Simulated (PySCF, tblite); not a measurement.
# C₅H₉OP: geometry, infrared bands and NMR shifts

Aim: predict the infrared bands and NMR shifts of C₅H₉OP (`C/C=P\CC(C)=O`).

The runs use tblite 0.8.0 and PySCF 2.14.0, with density-fitted response routines of our own; the level of theory stands in each step. All values are computed, except where a source is named. Atoms are numbered from 0 throughout.

## (1) Starting geometry

16 atoms, charge 0, multiplicity 1; geometry from: force field or distance geometry start.

Bonds of the start (Å): C0–C1 1.52, C1–P2 1.65, P2–C3 1.84, C3–C4 1.50, C4–C5 1.52, C4–O6 1.20, C0–H7 1.10, C0–H8 1.10, C0–H9 1.10, C1–H10 1.09, C3–H11 1.12, C3–H12 1.10, C5–H13 1.10, C5–H14 1.11, C5–H15 1.08.

## (2) Optimising the geometry with GFN2-xTB

What the job is given:

```
{"job": {"kind": "relax", "xc": "GFN2-xTB", "basis": "xTB"}, "charge": 0, "multiplicity": 1}
C      2.720200    -0.348600     0.342600
C      1.972000     0.697800    -0.473200
P      0.372000     0.965500    -0.187600
C     -0.578000     0.030300     1.085800
C     -1.667000    -0.688400     0.348300
C     -2.647400     0.224800    -0.360800
O     -1.750400    -1.889100     0.293800
H      3.206200     0.187100     1.164900
H      1.997900    -1.104600     0.680800
H      3.482500    -0.796200    -0.312700
H      2.508000     1.271400    -1.236500
H     -1.115800     0.772100     1.726200
H      0.028600    -0.657500     1.692500
H     -2.718900     1.153000     0.230300
H     -2.220400     0.481700    -1.350800
H     -3.597000    -0.290400    -0.387500
```

Started as:

```bash
OMP_NUM_THREADS=1 python probes_run.py task.json out
```

The driver reads the jobs from task.json and runs them one after another.

**Question.** This job is followed by: GFN2-xTB harmonic vibrations, gas phase; GIAO PBE0/pcSseg-1 NMR shielding, non-relativistic, gas phase. What will the session give for the following? strongest single infrared mode (GFN2-xTB); zero-point energy (GFN2-xTB); ¹³C shifts against TMS (PBE0/pcSseg-1); ¹H shifts against TMS (PBE0/pcSseg-1, means over atoms taken as alike); ³¹P shifts against H3PO4 (PBE0/pcSseg-1); ¹⁷O shifts against H2O (PBE0/pcSseg-1).

**Answer**, as computed:

| quantity | value |
| --- | --- |
| strongest single infrared mode (GFN2-xTB) | 1750 cm⁻¹, 337 km/mol |
| zero-point energy (GFN2-xTB) | 79.6 kcal/mol |
| ¹³C shifts against TMS (PBE0/pcSseg-1) | 209.0, 206.0, 47.8, 33.1, 20.2 ppm |
| ¹H shifts against TMS (PBE0/pcSseg-1, means over atoms taken as alike) | 9.24, 3.40, 2.74, 2.30 ppm |
| ³¹P shifts against H3PO4 (PBE0/pcSseg-1) | 273.2 ppm |
| ¹⁷O shifts against H2O (PBE0/pcSseg-1) | 645.0 ppm |

In words: Over 112 steps the energy fell by 0.715 eV; of the close pairs, P2–C3 changed most, 1.844 to 1.894 Å. All 42 modes are real, so the xTB geometry is a minimum. The strongest single mode, at 1750 cm⁻¹, moves mainly C4 and O6. Unscaled tight-binding wavenumbers are off by several per cent, some by more. Its intensities can rank the bands wrongly. At PBE0/pcSseg-1: The largest span, 1146 ppm, is at O6, where the paramagnetic term is -711 ppm.
